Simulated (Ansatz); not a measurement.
Task: a rigid scan of one bond length of B₂F₂H₂, SMILES FBBF, with the Ansatz DFT code, driven from Python. Give the script and its output. Settings (for the species named): B3LYP, 6-31G* basis, multiplicity 1.

```xyz
6

F    -1.4741    0.9509   -0.8097
B    -0.1848    0.7162   -0.3644
B     0.1330   -0.7299    0.3428
F     1.5814   -0.9974    0.8110
H     0.6705    1.5205   -0.5206
H    -0.6840   -1.5242    0.4948
```

Script `b2f2h2_scan.py`:
```python
"""Stretching a bond of B2F2H2, the rest held rigid."""

from dataclasses import dataclass

import ansatz as az
from ase import Atoms
import numpy as np


@dataclass
class Options:
    basis: str = "6-31G*"
    xc: str = "b3lyp"


cfg = Options()

atoms = Atoms(["F", "B", "B", "F", "H", "H"], positions=[
    (-1.4741, 0.9509, -0.8097),
    (-0.1848, 0.7162, -0.3644),
    (0.133, -0.7299, 0.3428),
    (1.5814, -0.9974, 0.811),
    (0.6705, 1.5205, -0.5206),
    (-0.684, -1.5242, 0.4948),
])
molecule = az.Crystal.molecule_from_ase(atoms)

symbols = [site.symbol for site in molecule.cartesian_sites]
start = np.array([site.position_ang for site in molecule.cartesian_sites])
axis = (start[2] - start[1]) / np.linalg.norm(start[2] - start[1])
moving = [2, 3, 5]
lengths, energies = [1.39, 1.51, 1.64, 1.8, 2.05, 2.46, 2.95, 3.61], []
for length in lengths:
    xyz = start.copy()
    xyz[moving] += (length - np.linalg.norm(start[2] - start[1])) * axis
    point = az.Crystal.molecule()
    for symbol, place in zip(symbols, xyz):
        point = point.atom(symbol, place.tolist())
    job = (
        point.calculation()
        .basis(gaussian=cfg.basis)
        .functional(cfg.xc)
    )
    rep = job.run(threads=1, backend="cpu").report
    energies.append(rep["free_energy_ev"])
    print(f"r = {length:6.3f} A  E = {energies[-1]:.5f} eV  <S^2> = {abs(rep['mean_field']['state']['spin_squared']):.3f}")

print("energy above the lowest point (eV):", [round(e - min(energies), 3) for e in energies])
```

Output of `python b2f2h2_scan.py`:
```text
r =  1.390 A  E = -6818.11434 eV  <S^2> = 0.000
r =  1.510 A  E = -6819.20794 eV  <S^2> = 0.000
r =  1.640 A  E = -6819.70239 eV  <S^2> = 0.000
r =  1.800 A  E = -6819.74517 eV  <S^2> = 0.000
r =  2.050 A  E = -6819.22078 eV  <S^2> = 0.000
r =  2.460 A  E = -6817.93752 eV  <S^2> = 0.000
r =  2.950 A  E = -6816.53947 eV  <S^2> = 0.000
r =  3.610 A  E = -6815.19786 eV  <S^2> = 0.000
energy above the lowest point (eV): [1.631, 0.537, 0.043, 0.0, 0.524, 1.808, 3.206, 4.547]
```

Reading the output:
- Total energies depend on the basis set; only differences at equal settings carry meaning.
- The rest of the molecule is held rigid at a force-field or estimated start geometry, and the basis set is modest; single-reference methods fail as a bond breaks.
- b3lyp holds the VWN-RPA fit, as in Gaussian; the form of ORCA and Turbomole is b3lyp5.
- The orbitals are restricted, so S² is zero by construction.
- Toward dissociation an unrestricted state can lie under the restricted one, by tenths of an eV for polar bonds under a functional and by 1 to 2 eV or more for others.
- The whole script took 7.9 s on 1 thread of Arm Neoverse V1, with other jobs on the host, peak memory 0.18 GiB.
